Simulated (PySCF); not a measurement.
# H9N3Nd (Nd(NH3)33+): the cost of one run

Program: PySCF 2.14.0. Level of theory: several levels, as the steps say, no spin–orbit coupling. These are calculated values, not measurements.

4 further runs of the same task are left out: 2 for a known fault of the program, 1 that didn't finish, 1 set aside as unsound or not needed.

## Step 1: Where the work starts

13 atoms, charge 3, spin multiplicity 1.

Bond lengths: Nd1–N2 2.484 Å, Nd1–N6 2.484 Å, Nd1–N10 2.484 Å, N2–H3 1.039 Å, N2–H4 1.038 Å, N2–H5 1.038 Å, N6–H7 1.039 Å, N6–H8 1.038 Å, N6–H9 1.038 Å, N10–H11 1.039 Å, N10–H12 1.038 Å, N10–H13 1.038 Å. Angles: N2–Nd1–N6 111.5°, N2–Nd1–N10 111.5°, N6–Nd1–N10 111.5°, Nd1–N2–H3 114.7°, Nd1–N2–H4 116.6°, Nd1–N2–H5 115.8°, H3–N2–H4 102.5°, H3–N2–H5 102.5°, H4–N2–H5 102.7°, Nd1–N6–H7 114.7°, Nd1–N6–H8 116.6°, Nd1–N6–H9 115.8°, H7–N6–H8 102.5°, H7–N6–H9 102.5°, H8–N6–H9 102.7°, Nd1–N10–H11 114.7°, Nd1–N10–H12 116.6°, Nd1–N10–H13 115.8° and more.

Coordinates:

```
Nd    0.00000    0.00000    0.74208
N     2.37050   -0.00148    0.00055
H     3.05641   -0.25324    0.73885
H     2.61599   -0.65484   -0.76733
H     2.73577    0.90566   -0.34617
N    -1.18397    2.05365    0.00055
H    -1.30889    2.77355    0.73885
H    -0.74088    2.59293   -0.76733
H    -2.15221    1.91642   -0.34617
N    -1.18653   -2.05217    0.00055
H    -1.74752   -2.52031    0.73885
H    -1.87510   -1.93809   -0.76733
H    -0.58356   -2.82207   -0.34617
```

Formal oxidation states: Nd +3. Each metal's 3 4f electrons lie in its core potential, so multiplicities, spins and levels count the valence alone. An earlier session relaxed this geometry at r2SCAN, Nd lcecp-1-SVP with ECP49, N def2-SVP, H def2-SVP (singlet, point group C3).

At r2SCAN on the finer grid: E = -202.376666 Eh, HOMO -23.05 eV, LUMO -16.76 eV, Mulliken charge on Nd1 +1.85 e, largest force component 0.028 eV/Å. 

Levels to run: revPBE; wB97X; B3LYP; BP86; r2SCAN, TZVP. Hardware: 2 threads of Arm Neoverse N1, shared host.

## Step 2: revPBE

The input, run.py (the lines that set the calculation):

```python
mol = gto.M(atom='''
Nd     0.00000     0.00000     0.74208
N      2.37050    -0.00148     0.00055
H      3.05641    -0.25324     0.73885
H      2.61599    -0.65484    -0.76733
H      2.73577     0.90566    -0.34617
N     -1.18397     2.05365     0.00055
H     -1.30889     2.77355     0.73885
H     -0.74088     2.59293    -0.76733
H     -2.15221     1.91642    -0.34617
N     -1.18653    -2.05217     0.00055
H     -1.74752    -2.52031     0.73885
H     -1.87510    -1.93809    -0.76733
H     -0.58356    -2.82207    -0.34617''',
    basis={'Nd': 'lcecp-1-SVP', 'N': 'def2-SVP', 'H': 'def2-SVP'},
    ecp={'Nd': 'lcecp-1-SVP'},
    charge=3, spin=0)
mf = dft.RKS(mol, xc='PBE_R,PBE')
mf.grids.atom_grid = (75, 302)  # f atoms: unpruned, at least (60, 302)
mf = mf.density_fit()  # fitting sets: Nd AutoAux, N def2-universal-JKFIT, H def2-universal-JKFIT
mf.conv_tol = 1e-08; mf.max_cycle = 55
mf.kernel(dm0)  # dm0: the density of the relaxed state
```

Launch:

```
$ OMP_NUM_THREADS=2 python run.py
```

**Question.** How long does this run take on 2 threads of Arm Neoverse N1, shared host?

About 13 s.
